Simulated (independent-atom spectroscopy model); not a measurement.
# HfN on MgO: peak ratios against emission angle

Aim: the ratio of the Hf 3d5/2 peak of the film to the Mg 1s peak of the substrate as the sample is tilted.

The numbers are computed with independent-atom spectroscopy model (version 2): angle-resolved photoelectron peak ratio of a uniform film on a substrate: exponential attenuation with lengths from TPP-2M (nominal gaps) and the elastic albedo, Dirac-Hartree-Slater cross sections, magic-angle geometry.

## Step 1: Film and substrate

7.1 nm of HfN (13.27 g/cm³) on MgO (3.58 g/cm³).

## Step 2: Calculation

The inputs of this calculation:

```json
{
  "film": "HfN",
  "film_density": 13.27,
  "base": "MgO",
  "base_density": 3.58,
  "photon_energy": 5414.7,
  "film_peak": "Hf 3d5/2",
  "base_peak": "Mg 1s",
  "thickness": 7.1,
  "emission_angle": [0, 10, 20, 30, 40, 45, 50, 55]
}
```

Units: film_density in g/cm³, base_density in g/cm³, photon_energy in eV, thickness in nm, emission_angle in degrees.

Q: Predict the outcome of this session. Wanted: ratio at normal emission; ratio at 55°.

As calculated:

```
                                            quantity    value
                            ratio at normal emission     11.4
                                        ratio at 55°     48.0
attenuation length of the substrate peak in the film  4.03 nm
                          thickness over that length     1.76
```

What this shows: The film is 1.8 attenuation lengths thick, so 17 % of the substrate's signal gets out at 0°. At 55° the ratio is 4.2 times as large, since the way out grows as 1/cos θ. Islands, roughness and grazing exit, where elastic scattering matters more, are outside the model.
